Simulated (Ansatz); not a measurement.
# ZrCl (quartet): wave-function methods side by side, def2-TZVPP

An exercise on one series of results from a longer session: the logs are not shown, and one member is left open.

The runs use Ansatz 0.2.0, Gaussian basis; def2-TZVPP, core rule «outside noble gas», up to 9 orbitals frozen.

Plan: UHF; ROHF; CCSD(T) on UHF.

2 further runs of the same task are left out: 2 set aside as unsound or not needed.

## The geometry

The geometry is a PBE0/def2-TZVP stationary point (not a proven minimum) of the parent state, kept for this charge and spin. No spin-orbit coupling is included. Elements past krypton take def2 core potentials.

2 atoms, charge 0, spin multiplicity 4.

Atoms are counted from 1 here; the program's logs count them from 0.

Bond lengths: Zr1–Cl2 2.304 Å.

The first run:

Contents of in.yaml:

```yaml
crystal:
  periodic: [false, false, false]
  atoms:
    - {symbol: Zr, position_ang: [0.000000, 0.000000, 0.000000]}
    - {symbol: Cl, position_ang: [0.000000, 0.000000, 2.304496]}
basis:
  gaussian: {orbitals: def2-TZVPP}
magnetization: {spin_polarized: true, initial_magnetization: 3}
hamiltonian: {xc: hf}
output: {orbitals: {seedname: orbitals}}
```

Command:

```console
> ansatz run in.yaml --threads 1 --pin off --events-out ev --progress --plain --max-ram 4096MiB --backend cpu
```

Among the steps run: UHF; ROHF; CCSD(T) on UHF.

One of the session's tables, all rows but one given; the rest of the session is left out.

It belongs to the step «Misses and costs». 

| method | from UCCSD(T) (meV) |
| --- | --- |
| ROHF | +7320.7 |
| UHF | ? |
| UMP2 | +870.4 |
| UCCSD | +307.3 |
| UCCSD(T) | 0 |

Q: Estimate the row for UHF from the others.

As computed: from UCCSD(T) (meV): +7192.6. In the column «from UCCSD(T) (meV)» it lies between UMP2 (+870.4) and ROHF (+7320.7).
